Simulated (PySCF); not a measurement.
# C6H12N2: the cost of one run

Computed with PySCF 2.14.0 and routines of our own; the level stands in each step. Atoms count from 0.

### Step 1. The starting structure

20 atoms, charge 0, multiplicity 1; geometry from: GFN2-xTB.

### Step 2. Magnetic properties: GIAO B97-2/pcSseg-1

The job: settings as JSON, then the geometry in Å.

```
{"job": {"kind": "mag", "xc": "B97-2", "basis": "pcSseg-1", "isotopologues": 2}, "charge": 0, "multiplicity": 1}
C      1.110901    -1.315530    -0.170930
C      1.014245     0.114259     0.355227
C      1.762452     1.083155    -0.557585
C     -0.446331     0.564801     0.555321
C     -1.192211    -0.351927     1.501103
N     -2.167717    -0.963212     0.965680
N     -2.238441    -0.668619    -0.352193
C     -1.353350     0.453809    -0.684761
H      0.705198    -1.392582    -1.176386
H      2.150968    -1.633479    -0.199295
H      0.557846    -1.996170     0.471996
H      1.486670     0.144658     1.344819
H      2.805504     0.787931    -0.643163
H      1.724225     2.095460    -0.160764
H      1.329291     1.090338    -1.555036
H     -0.426064     1.587364     0.947258
H     -0.920071    -0.517987     2.525281
H     -3.177486    -0.667229    -0.722389
H     -0.806995     0.219903    -1.599382
H     -1.923783     1.375737    -0.847836
```

With the program's defaults for keys left out, this is: GIAO B97-2/pcSseg-1 magnetisability, rotational g tensor and spin-rotation constants, non-relativistic, gas phase.

Run with:

```sh
$ OMP_NUM_THREADS=1 python excited_run.py task.json out
```

The driver reads the jobs from task.json and runs them one after another.

**Question.** How long does this first job take on 1 thread of Arm Neoverse V2, shared host, and how much memory does it need?

About 33 s, with a peak of 0.97 GiB.
